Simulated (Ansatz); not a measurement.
**CH₆FGeN: a ladder of functionals and wavefunction methods**

An exercise on one series of results from a longer session: the logs are not shown, and one member is left open.

Method: functionals in def2-TZVPP, the program's frozen cores in correlated methods; program: Ansatz 0.2.0, Gaussian basis.

Levels to be run: PBE-D4, r2SCAN-D4, PBE0-D4, B3LYP-D4, ωB97X-V, ωB97M-V, B2PLYP; CCSD(T)/def2-TZVPP; MP2/def2-QZVPP; extrapolation to the limit.

## The geometry

All runs share one geometry, relaxed beforehand with PBE0-D4 in a triple-zeta def2 set.

SMILES `[NH2][GeH2][CH2]F`, 10 atoms, charge 0, spin multiplicity 1.

Atoms are counted from 1 here; the program's logs count them from 0.

Bond lengths: N1–Ge2 1.838 Å, N1–H5 1.011 Å, N1–H6 1.011 Å, Ge2–C3 1.981 Å, Ge2–H7 1.536 Å, Ge2–H8 1.540 Å, C3–F4 1.390 Å, C3–H9 1.094 Å, C3–H10 1.094 Å. Angles: Ge2–N1–H5 113.5°, Ge2–N1–H6 114.3°, H5–N1–H6 108.3°, N1–Ge2–C3 113.4°, N1–Ge2–H7 107.1°, N1–Ge2–H8 107.6°, C3–Ge2–H7 108.8°, C3–Ge2–H8 108.2°, H7–Ge2–H8 111.8°, Ge2–C3–F4 109.5°, Ge2–C3–H9 111.0°, Ge2–C3–H10 111.5°, F4–C3–H9 108.1°, F4–C3–H10 108.3°, H9–C3–H10 108.4°.

Set-up of the first run:

File in.yaml:

```yaml
crystal:
  periodic: [false, false, false]
  atoms:
    - {symbol: N, position_ang: [-1.560317, 0.502078, -0.782141]}
    - {symbol: Ge, position_ang: [-0.418171, -0.696126, 0.015971]}
    - {symbol: C, position_ang: [1.309232, 0.106404, 0.561809]}
    - {symbol: F, position_ang: [1.933022, 0.662923, -0.549275]}
    - {symbol: H, position_ang: [-1.189820, 0.909420, -1.630146]}
    - {symbol: H, position_ang: [-1.866519, 1.251301, -0.176680]}
    - {symbol: H, position_ang: [-0.145566, -1.810024, -1.006226]}
    - {symbol: H, position_ang: [-1.116996, -1.236012, 1.277157]}
    - {symbol: H, position_ang: [1.157196, 0.900891, 1.298993]}
    - {symbol: H, position_ang: [1.981137, -0.641956, 0.993538]}
basis:
  gaussian: {orbitals: def2-TZVPP}
hamiltonian: {xc: pbe, dispersion: d4}
output: {forces: true, orbitals: {seedname: orbitals}}
```

Command:

```
$ ansatz run in.yaml --threads 4 --pin off --events-out ev --progress --plain --max-ram 10444MiB
```

Among the steps run: PBE-D4 (GGA); r2SCAN-D4 (meta-GGA); PBE0-D4 (hybrid); B3LYP-D4 (hybrid); ωB97X-V (range-separated); ωB97M-V (range-separated); B2PLYP (double hybrid); CCSD(T) in def2-TZVPP; MP2 in def2-QZVPP.

One of the session's tables, all rows but one given; the rest of the session is left out.

```
            method  atomisation energy (kcal/mol)
            PBE-D4                          793.8
         r2SCAN-D4                              ?
           PBE0-D4                          777.9
          B3LYP-D4                          781.2
           ωB97X-V                          786.5
           ωB97M-V                          781.8
            B2PLYP                          773.2
     HF/def2-TZVPP                          545.0
    MP2/def2-TZVPP                          770.8
   CCSD/def2-TZVPP                          753.1
CCSD(T)/def2-TZVPP                          764.4
           MP2/CBS                          790.8
       CCSD(T)/CBS                          784.4
```

Q: Estimate the row for r2SCAN-D4 from the others.

As computed: atomisation energy (kcal/mol): 780.1. In the column «atomisation energy (kcal/mol)» it lies between PBE0-D4 (777.9) and B3LYP-D4 (781.2).

Caveats from the session: Free atoms (1 N, 1 Ge, 1 C, 1 F, 6 H) were run apart at each level; the atomisation energy is their sum less the molecule, without zero-point or spin-orbit terms.
